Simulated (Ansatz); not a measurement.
**InH₃Se: ionisation energy by level of theory**

One table from this session's results is given with a row withheld; the runs are named, their logs left out.

The runs use Ansatz 0.2.0, Gaussian basis; unrestricted cation, the program's frozen cores in correlated methods.

Plan: UKS PBE-D4/def2-TZVPP; UKS r2SCAN-D4/def2-TZVPP; UKS PBE0-D4/def2-TZVPP; UKS B3LYP-D4/def2-TZVPP; UKS wB97X-V/def2-TZVPP; UKS wB97M-V/def2-TZVPP; UKS B2PLYP/def2-TZVPP; UHF-CCSD(T)/def2-TZVPP; UHF-CCSD(T)/def2-QZVPP; extrapolation to the limit; then −ε(HOMO) from the neutral's earlier runs with LDA (SPW92), PBE-D4, revPBE-D4, BLYP-D4, r2SCAN-D4, B97M-V, PBE0-D4, B3LYP-D4, r2SCANh-D4, r2SCAN0-D4, HSE06-D4, BHLYP-D4, CAM-B3LYP-D4, LC-ωPBE, ωB97X-V, ωB97M-V.

### Structure used throughout

All runs share one geometry, relaxed beforehand with PBE0-D4 in a triple-zeta def2 set. In takes the def2 core potential; no spin-orbit term is included.

5 atoms, charge 0, spin multiplicity 1.

Atoms are counted from 1 here; the program's logs count them from 0.

Bond lengths: Se1–In2 2.508 Å, Se1–H3 1.468 Å, In2–H4 1.712 Å, In2–H5 1.712 Å. Angles: In2–Se1–H3 92.9°, Se1–In2–H4 116.6°, Se1–In2–H5 114.2°, H4–In2–H5 129.2°.

Set-up of the first run:

The input, in.yaml:

```yaml
crystal:
  periodic: [false, false, false]
  atoms:
    - {symbol: Se, position_ang: [1.132897, -1.027947, 0.979441]}
    - {symbol: In, position_ang: [-0.155080, 0.668632, -0.343904]}
    - {symbol: H, position_ang: [0.114222, -2.066860, 0.780989]}
    - {symbol: H, position_ang: [-1.652687, 0.157056, -0.997488]}
    - {symbol: H, position_ang: [0.610647, 2.195519, -0.460538]}
basis:
  gaussian: {orbitals: def2-TZVPP}
total_charge: 1
magnetization: {spin_polarized: true, initial_magnetization: 1}
hamiltonian: {xc: pbe, dispersion: d4}
```

On the command line:

```
$ ansatz run in.yaml --threads 2 --pin off --events-out ev --progress --plain --max-ram 32768MiB --backend cpu
```

Among the steps run: Cation, UKS PBE-D4/def2-TZVPP; Cation, UKS r2SCAN-D4/def2-TZVPP; Cation, UKS PBE0-D4/def2-TZVPP; Cation, UKS B3LYP-D4/def2-TZVPP; Cation, UKS wB97X-V/def2-TZVPP; Cation, UKS wB97M-V/def2-TZVPP; Cation, UKS B2PLYP (frozen core)/def2-TZVPP; Cation, UHF-CCSD(T)/def2-TZVPP; Cation, UHF-CCSD(T)/def2-QZVPP.

One table of the session follows, with a row left open; its other results are not shown here.

It belongs to the step «Ionisation energies side by side». For comparison, −ε(HOMO) of the neutral from earlier runs:

```
  functional  −ε(HOMO) (eV)
 LDA (SPW92)           6.20
      PBE-D4           6.04
   revPBE-D4           5.98
     BLYP-D4           5.88
   r2SCAN-D4           6.28
      B97M-V           6.34
     PBE0-D4           7.09
    B3LYP-D4           6.87
  r2SCANh-D4           6.67
  r2SCAN0-D4           7.26
    HSE06-D4           6.70
    BHLYP-D4           8.01
CAM-B3LYP-D4           8.33
     LC-ωPBE           9.66
     ωB97X-V           9.33
     ωB97M-V              ?
```

Q: Estimate the row for ωB97M-V from the others.

As computed: −ε(HOMO) (eV): 9.20. In the column «−ε(HOMO) (eV)» it lies between CAM-B3LYP-D4 (8.33) and ωB97X-V (9.33).
